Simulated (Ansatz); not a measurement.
# TaV in Ansatz: the effect of fixed moment

The system is TaV.

```
Ta V
1.0
     1.60670   -2.30777    0.00000
     1.60670    2.30777    0.00000
     0.00000    0.00000    4.34136
Ta V
1 1
Direct
  0.00000 0.00000 0.00000
  0.50000 0.50000 0.50000
```

The cell comes from a database or a generator and needn't be the stable form of this composition.

Alike in all runs:

* Program: Ansatz 0.2.0
* Task: single point
* Functional: PBE
* Potentials or basis: Ansatz PAW
* Cutoff: 420 eV (not typed: the program's choice for these potentials)
* k mesh: 8 × 8 × 5
* Occupations: fermi-dirac, width 0.05 eV

```tsv
fixed moment	spin	starting moments	energy over the lowest run (meV/atom)	pressure (GPa)
0	collinear spin, program default start	-	1.1	-0.7
0.5	collinear spin, ferromagnetic start	[0.0, 0.5] μB	0.0	-0.4
1	collinear spin, ferromagnetic start	[0.0, 1.0] μB	19.3	0.7
1.5	collinear spin, ferromagnetic start	[0.0, 1.5] μB	?	?
2	collinear spin, ferromagnetic start	[0.0, 2.0] μB	153.3	5.0
2.5	collinear spin, ferromagnetic start	[0.0, 2.5] μB	290.6	7.9
3	collinear spin, ferromagnetic start	[0.0, 3.0] μB	464.2	11.2
4	collinear spin, ferromagnetic start	[0.0, 4.0] μB	889.8	18.6
```

Q: What does the run with fixed moment 1.5 give?

A: Energy over the lowest run 67.4 meV/atom; pressure 2.7 GPa.

Worked out: A parabola through the other rows of the energy over the lowest run, of slope 150 meV/atom per unit of fixed moment there, gives 71.5 meV/atom, against the run's 67.4. A parabola through the other rows of the pressure, of slope 3.98 GPa per unit of fixed moment there, gives 2.8 GPa, against the run's 2.7.

Caveats: the total moment is fixed, so each spin has its own Fermi level; the thresholds are loose for stress.
